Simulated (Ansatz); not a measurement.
Working through vertical energies of changing the electron count of CH2OTe, SMILES O=C[TeH]

Program: Ansatz's Python interface.

Typed at the interpreter:
```pycon
>>> import ansatz as az
>>> def single_point(molecule, charge=0, unpaired=0):
...     calc = molecule.calculation().basis(gaussian='def2-SVPD').functional('B3LYP')
...     if charge:
...         calc = calc.charge(charge)
...     if unpaired:
...         calc = calc.spin('collinear', total=unpaired)
...     report = calc.run().report
...     if report['published_state_doubts']:
...         print('  doubts:', report['published_state_doubts'])
...     return report['free_energy_ev']
...
>>> GEOMETRY = '''
... O    -1.28770   -0.07750    0.97090
... C    -0.52860   -0.46620    0.15610
... Te    1.46720    0.14550    0.25590
... H    -0.76660   -1.14630   -0.61800
... H     1.16570    1.47080   -0.80630
... '''
>>> molecule = az.Crystal.molecule()
>>> for line in GEOMETRY.strip().splitlines():
...     symbol, *xyz = line.split()
...     molecule = molecule.atom(symbol, [float(v) for v in xyz])
...
>>> parent = single_point(molecule, 0, 0)
>>> cation = single_point(molecule, 1, 1)
>>> print(f'E(N)   = {parent:.5f} eV')
E(N)   = -10408.74693 eV
>>> print(f'E(N-1) = {cation:.5f} eV  (1 unpaired)')
E(N-1) = -10399.88175 eV  (1 unpaired)
>>> print(f'vertical ionisation energy {cation - parent:.3f} eV')
vertical ionisation energy 8.865 eV
>>> anion = single_point(molecule, -1, 1)
>>> print(f'E(N+1) = {anion:.5f} eV  (1 unpaired)')
E(N+1) = -10409.01320 eV  (1 unpaired)
>>> print(f'vertical electron affinity {parent - anion:.3f} eV' + ('' if anion < parent else ' (unbound in this basis)'))
vertical electron affinity 0.266 eV
>>> print(f'fundamental gap IP - EA = {cation + anion - 2 * parent:.3f} eV')
fundamental gap IP - EA = 8.599 eV
```

At this unrelaxed geometry removing an electron costs 8.87 eV and adding one releases 0.27 eV.

Notes:
- Total energies depend on the basis set; only differences at equal settings carry meaning.
- The geometry is a force-field or estimated start, not a minimum of this method, and the basis set is short of its limit. All parts are taken at fixed geometry, without zero-point energy. At an unrelaxed start these energies can be a whole eV from those at the minimum, and a small affinity can change sign.
- def2 sets replace the cores of elements past krypton by effective core potentials.
- b3lyp holds the VWN-RPA fit, as in Gaussian; the form of ORCA and Turbomole is b3lyp5.
- Finished in 16 s on 1 thread of Arm Neoverse V1 (shared host), peak memory 0.27 GiB.
